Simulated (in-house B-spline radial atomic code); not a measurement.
**Zn⁶⁺: ionisation energy by several methods**

One table from this session's results is given with a row withheld; the runs are named, their logs left out.

The numbers are computed with in-house B-spline radial atomic code version 1 (scalar-relativistic (X2C), several functionals, spin-polarised; spherical all-electron atom at the radial basis limit), except any that are marked as measured or tabulated.

### The atom as given

```
element       : zinc (Z = 30)
charge        : +6
electrons     : 24
configuration : [Ar] 3d6
nucleus       : Fermi, rms radius 3.928 fm
```

The outer shells:

[Ar] 3d6
```
[Ar] core
3d [↑↓][↑ ][↑ ][↑ ][↑ ]
```

Where spins are not typed, each open shell is filled with up spins first.

The first run:

Input settings:

```ini
Z = 30
electrons = 24.0
configuration = [Ar] 3d6
hamiltonian = x2c
method = optx,lyp
spin_polarised = True
nucleus = fermi
rms_radius = 3.9283
mass_number = 64
atomic_mass = 63.929141776
speed_of_light = 137.035999084
```

Steps of the session up to this table: OLYP; PBEsol; BP86; M06-L; exchange-only LDA; RPBE; TPSS; PW91; AM05.

One of the session's tables, all rows but one given; the rest of the session is left out.

```
           method  ΔSCF (eV)
exchange-only LDA     133.67
             OLYP          ?
           PBEsol     135.72
             BP86     135.95
             RPBE     135.62
             PW91     135.98
             AM05     135.77
            M06-L     134.40
             TPSS     135.42
```

**Question.** Estimate the row for OLYP.

As computed: ΔSCF (eV): 135.88. In the column «ΔSCF (eV)» it lies between AM05 (135.77) and BP86 (135.95).

Open shells are averaged (over orientations, and over spins where the run is restricted), while tables refer to the lowest levels. For the semilocal functionals minus the highest level recovers only 90 % of their own ΔSCF value, a mark of self-interaction.

Members of this set that are not shown: 12 used exact exchange with fractional occupations of an open shell, which is unsound here.
